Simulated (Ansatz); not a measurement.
HfIn4SiO6:

```xyz
12
Lattice="2.7159 -4.7036 0.0083 2.7159 4.7036 0.0083 -1.8792 0.0000 7.4013" Properties=species:S:1:pos:R:3 pbc="T T T"
Hf    2.7159   -2.7125    0.0083
In    1.7763   -1.1453    3.7090
In    2.7159    0.4231    0.0083
In    1.7763    2.0313    3.7090
In    1.7763   -4.3098    3.7090
Si    2.7159    3.5589    0.0083
O    -1.1497    0.2444    6.4159
O     4.7022    0.2444    1.0021
O     1.9910   -1.2091    6.4253
O     1.5616   -1.2091    0.9927
O     1.8741    2.2355    0.9933
O     1.6785    2.2355    6.4246
```

The cell was built by a generator and needn't be a form met in nature.

Base run:

| Property | Result |
| --- | --- |
| Program | Ansatz 0.2.0 |
| Functional | RPBE |
| Potentials or basis | all-electron LAPW, scalar-relativistic |
| Cutoff | 374 eV |
| Density cutoff | 1496 eV |
| Basis error allowed | 0.002 eV/atom |
| k mesh | 4 × 4 × 3 |
| Occupations | fermi-dirac, width 0.05 eV |
| Spin | no spin polarisation |

Its results: pressure 2.7 GPa; largest force 0.169 eV/Å.

Problem. The run is repeated on the same cell with these changes: functional from RPBE to PBE. What comes out?

Solution. Pressure -0.3 GPa; largest force 0.083 eV/Å.

PBE binds more tightly than RPBE, so the same cell stands under less pressure.

Caveats: the k mesh is thin for a metal, which can move the energy by tens of meV per atom.

Not every run made on this cell is shown here.
